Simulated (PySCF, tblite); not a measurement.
# CH₉B₄N₃: geometry, infrared bands and NMR shifts

Aim: predict the infrared bands and NMR shifts of CH₉B₄N₃ (`BN1BCNBNB1`).

The runs use tblite 0.8.0 and PySCF 2.14.0, with density-fitted response routines of our own; the level of theory stands in each step. All values are computed, except where a source is named. Atoms count from 0, in the outputs and in this text.

**1. The starting structure**

17 atoms, charge 0, multiplicity 1; geometry from: force field or distance geometry start.

Bonds of the start (Å): B0–N1 1.51, N1–B2 1.51, B2–C3 1.61, C3–N4 1.44, N4–B5 1.53, B5–N6 1.54, N6–B7 1.52, B7–N1 1.53, B0–H8 1.19, B0–H9 1.19, B2–H10 1.19, C3–H11 1.11, C3–H12 1.10, N4–H13 1.03, B5–H14 1.20, N6–H15 1.03, B7–H16 1.20.

**2. Relaxing the molecule with GFN2-xTB**

The job: settings as JSON, then the geometry in Å.

```
{"job": {"kind": "relax", "xc": "GFN2-xTB", "basis": "xTB"}, "charge": 0, "multiplicity": 1}
B      2.585000    -0.800200    -0.337200
N      1.253400    -0.280500     0.164300
B      0.121800    -1.280600     0.063600
C     -1.386500    -0.856800    -0.315600
N     -1.923300     0.012700     0.702700
B     -1.048100     1.233000     0.974400
N     -0.102700     2.026900     0.061900
B      0.837300     1.003800    -0.556000
H      3.405200     0.027500    -0.560700
H      3.005200    -1.788600     0.178900
H      0.090800    -2.009800     1.000200
H     -1.288200    -0.278700    -1.258600
H     -2.052800    -1.729400    -0.413300
H     -2.912100     0.270700     0.551300
H     -0.577700     1.152000     2.080000
H     -0.629300     2.567700    -0.635300
H      0.615000     0.742200    -1.710800
```

The run is started by

```sh
> OMP_NUM_THREADS=1 python probes_run.py task.json out
```

One launch serves the whole session: the jobs run in the order shown.

**Question.** This job is followed by: GFN2-xTB harmonic vibrations, gas phase; GIAO PBE0/pcSseg-1 NMR shielding, non-relativistic, gas phase. Predict these results of the whole session: strongest single infrared mode (GFN2-xTB); zero-point energy (GFN2-xTB); ¹³C shifts against TMS (PBE0/pcSseg-1); ¹H shifts against TMS (PBE0/pcSseg-1, means over atoms taken as alike); ¹¹B shifts against BF3·OEt2 (PBE0/pcSseg-1); ¹⁵N shifts against NH3 (PBE0/pcSseg-1); surface potential, 1st and 99th percentile.

The runs gave:

| quantity | value |
| --- | --- |
| strongest single infrared mode (GFN2-xTB) | 1383 cm⁻¹, 741 km/mol |
| zero-point energy (GFN2-xTB) | 79.6 kcal/mol |
| ¹³C shifts against TMS (PBE0/pcSseg-1) | 37.6 ppm |
| ¹H shifts against TMS (PBE0/pcSseg-1, means over atoms taken as alike) | 5.94, 5.56, 5.49, 5.31, 4.40, 3.85, 2.81 ppm |
| ¹¹B shifts against BF3·OEt2 (PBE0/pcSseg-1) | 56.2, 46.1, 35.3, 25.5 ppm |
| ¹⁵N shifts against NH3 (PBE0/pcSseg-1) | 222.2, 147.7, 101.9 ppm |
| surface potential, 1st and 99th percentile | -0.44 V and 1.69 V |

In words: Over 77 steps the energy fell by 4.399 eV; of the close pairs, N4–B5 changed most, 1.526 to 1.382 Å. All 45 modes are real, so the xTB geometry is a minimum. The strongest single mode, at 1383 cm⁻¹, is carried by N6, B7, N1, B2. GFN2-xTB is a fitted tight-binding method: band positions and strengths are rough. Its intensities can rank the bands wrongly. At PBE0/pcSseg-1: The largest span, 337 ppm, is at N1, where the paramagnetic term is -280 ppm. At PBE0/pcSseg-1, counted by nearest atom on the grid, the HOMO lies on N4 38 %; C3 11 %, the LUMO on B0, B2 about 30 % each; H8 9 %.
